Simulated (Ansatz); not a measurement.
# C5H10O3: the cost of one run

Program: Ansatz 0.2.0, Gaussian basis. Level of theory: the settings change from run to run. These are calculated values, not measurements.

### 1 The relaxed structure

The geometry comes from an earlier relaxation with PBE0-D4 in a triple-zeta def2 set; it is a stationary point, not always the lowest conformer.

SMILES `OCC1OCCCO1`, 18 atoms, charge 0, spin multiplicity 1.

Atoms are counted from 1 here; the program's logs count them from 0.

Bond lengths: O1–C2 1.405 Å, O1–H9 0.964 Å, C2–C3 1.524 Å, C2–H10 1.092 Å, C2–H11 1.098 Å, C3–O4 1.396 Å, C3–O8 1.411 Å, C3–H12 1.092 Å, O4–C5 1.417 Å, C5–C6 1.515 Å, C5–H13 1.091 Å, C5–H14 1.099 Å, C6–C7 1.514 Å, C6–H15 1.093 Å, C6–H16 1.094 Å, C7–O8 1.419 Å, C7–H17 1.091 Å, C7–H18 1.099 Å. Angles: C2–O1–H9 106.5°, O1–C2–C3 110.2°, O1–C2–H10 108.1°, O1–C2–H11 111.1°, C3–C2–H10 108.5°, C3–C2–H11 111.3°, H10–C2–H11 107.5°, C2–C3–O4 113.1°, C2–C3–O8 110.6°, C2–C3–H12 108.7°, O4–C3–O8 113.2°, O4–C3–H12 106.0°, O8–C3–H12 104.6°, C3–O4–C5 114.7°, O4–C5–C6 110.4°, O4–C5–H13 105.7°, O4–C5–H14 110.8°, C6–C5–H13 111.8° and more.

Geometry (Å):

```
O    -0.3308   -0.4658    2.7646
C    -0.6969   -0.8901    1.4759
C    -0.9964    0.3136    0.5906
O    -1.3987   -0.0400   -0.6988
C    -0.3562   -0.5098   -1.5355
C     0.7786    0.4925   -1.5781
C     1.2005    0.8020   -0.1572
O     0.0822    1.2232    0.6075
H     0.2213    0.3160    2.6494
H    -1.6047   -1.4907    1.5620
H     0.0799   -1.5273    1.0331
H    -1.8318    0.8675    1.0249
H    -0.8078   -0.6531   -2.5180
H     0.0099   -1.4869   -1.1921
H     0.4384    1.4105   -2.0652
H     1.6214    0.0929   -2.1490
H     1.9165    1.6239   -0.1138
H     1.6746   -0.0786    0.2996
```

### 2 PBE0/def2-SVPD

This run has density fitting with cc-pVTZ-jkfit, D3(BJ) dispersion, the search for lower states set to full.

in.yaml

```yaml
crystal:
  periodic: [false, false, false]
  atoms:
    - {symbol: O, position_ang: [-0.330752, -0.465755, 2.764557]}
    - {symbol: C, position_ang: [-0.696934, -0.890064, 1.475903]}
    - {symbol: C, position_ang: [-0.996396, 0.313590, 0.590576]}
    - {symbol: O, position_ang: [-1.398746, -0.039956, -0.698803]}
    - {symbol: C, position_ang: [-0.356214, -0.509787, -1.535488]}
    - {symbol: C, position_ang: [0.778592, 0.492550, -1.578123]}
    - {symbol: C, position_ang: [1.200548, 0.802048, -0.157213]}
    - {symbol: O, position_ang: [0.082221, 1.223183, 0.607547]}
    - {symbol: H, position_ang: [0.221263, 0.316046, 2.649428]}
    - {symbol: H, position_ang: [-1.604713, -1.490715, 1.562001]}
    - {symbol: H, position_ang: [0.079932, -1.527338, 1.033125]}
    - {symbol: H, position_ang: [-1.831829, 0.867549, 1.024921]}
    - {symbol: H, position_ang: [-0.807840, -0.653089, -2.517976]}
    - {symbol: H, position_ang: [0.009884, -1.486937, -1.192081]}
    - {symbol: H, position_ang: [0.438446, 1.410499, -2.065211]}
    - {symbol: H, position_ang: [1.621449, 0.092893, -2.148955]}
    - {symbol: H, position_ang: [1.916496, 1.623874, -0.113809]}
    - {symbol: H, position_ang: [1.674582, -0.078570, 0.299582]}
basis:
  gaussian: {orbitals: def2-SVPD, fitting: {mean_field: cc-pVTZ-jkfit}}
hamiltonian: {xc: {name: PBE0}, dispersion: d3bj}
scf: {lower_state_search: full}
output: {forces: true}
```

Run with:

```sh
$ ansatz run in.yaml --threads 2 --pin off --events-out ev --progress --plain --max-ram 22528MiB --backend cpu
```

**Question.** How long does this run take on 2 threads of AMD EPYC 7R13, shared host, and how much memory does it need?

About 8.5 s, with a peak of 0.61 GiB.
